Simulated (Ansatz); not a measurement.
Consider a test of the smearing width of BiPt3, space group Pm-3m (the Ansatz DFT code, driven from Python).

Script `bipt3.py`:
```python
# -*- coding: utf-8 -*-
"""Smearing width test for BiPt3."""

import argparse
import csv

import ansatz as az

parser = argparse.ArgumentParser(description="Smearing width test for BiPt3.")
parser.add_argument("--xc", required=True, help="exchange-correlation functional")
parser.add_argument("--kgrid", type=int, nargs=3, default=[5, 5, 5], help="k-point sampling")
args = parser.parse_args()


def main():
    xtal = (
        az.Lattice.of((4.186495, 0.0, 0.0), (0.0, 4.186495, 0.0), (0.0, 0.0, 4.186495))
        .atom("Bi", (0.0, 0.0, 0.0))
        .atom("Pt", (0.0, 0.5, 0.5))
        .atom("Pt", (0.5, 0.0, 0.5))
        .atom("Pt", (0.5, 0.5, 0.0))
    )

    calculation = (
        xtal.calculation()
        .functional(args.xc)
        .kpoints(*args.kgrid)
        .stress()
    )

    rows = []
    for value in [0.25, 0.15, 0.1, 0.05, 0.025]:
        summary = calculation.occupations("methfessel_paxton", width=value).run(threads=1).report
        rows.append((value, summary["free_energy_ev"] / len(summary["lattice"]["sites"]), summary["n_iterations"], sum(summary["stress_gpa"][i][i] for i in range(3)) / 3, summary["n_kpoints"]))

    with open("smear.csv", "w", newline="") as handle:
        writer = csv.writer(handle)
        writer.writerow(["width (eV)", "F/atom (eV)", "iterations", "P (GPa)", "k-points"])
        writer.writerows([round(v, 5) if isinstance(v, float) else v for v in row] for row in rows)

    # the last row is the reference
    for row in rows[:-1]:
        shift = 1000 * (row[1] - rows[-1][1])
        print(f"{row[0]}: {shift:+.2f} meV/atom" + ("  (within 1 meV)" if abs(shift) < 1 else ""))


if __name__ == "__main__":
    main()
```

How much does the free energy per atom change between the narrowest and the widest smearing, and why?

Going from 0.025 to 0.25 eV changes F by -1.2 meV an atom. This scheme is built to cancel the term in the square of the width, so the shifts stay small and are partly the mesh's error. The pressure moves from -1.21 to -1.20 GPa.

The run itself:

```console
$ python bipt3.py --xc PBE
DeckWarning: basis.ecutwfc = 420 eV, auto-derived from the records' recommended cutoffs: set by Bi (normal level)
0.25: -1.22 meV/atom
0.15: -0.67 meV/atom  (within 1 meV)
0.1: -0.28 meV/atom  (within 1 meV)
0.05: -0.16 meV/atom  (within 1 meV)
```
(Warnings from the package without file and line.)

It writes `smear.csv`:
```csv
width (eV),F/atom (eV),iterations,P (GPa),k-points
0.25,-12491.36702,6,-1.20317,10
0.15,-12491.36647,6,-1.1818,10
0.1,-12491.36608,5,-1.19752,10
0.05,-12491.36596,6,-1.2188,10
0.025,-12491.3658,6,-1.2108,10
```

Caveats:
- The mesh is modest for a metal, so energies can be off by several to tens of meV an atom and pressures by half a GPa or more; differences at equal mesh fare better.
- The narrowest width needs the finest mesh, so the last row is no converged reference.
- Pressure is positive in compression.
- Spin-orbit coupling, which matters for elements this heavy, is left out.
- The structure comes from a database of computed cells and needn't be a stable or known phase.
- Hardware and time: 5.1 s on 1 thread of Intel(R) Xeon(R) Processor @ 2.30GHz (shared host), peak memory 0.51 GiB.
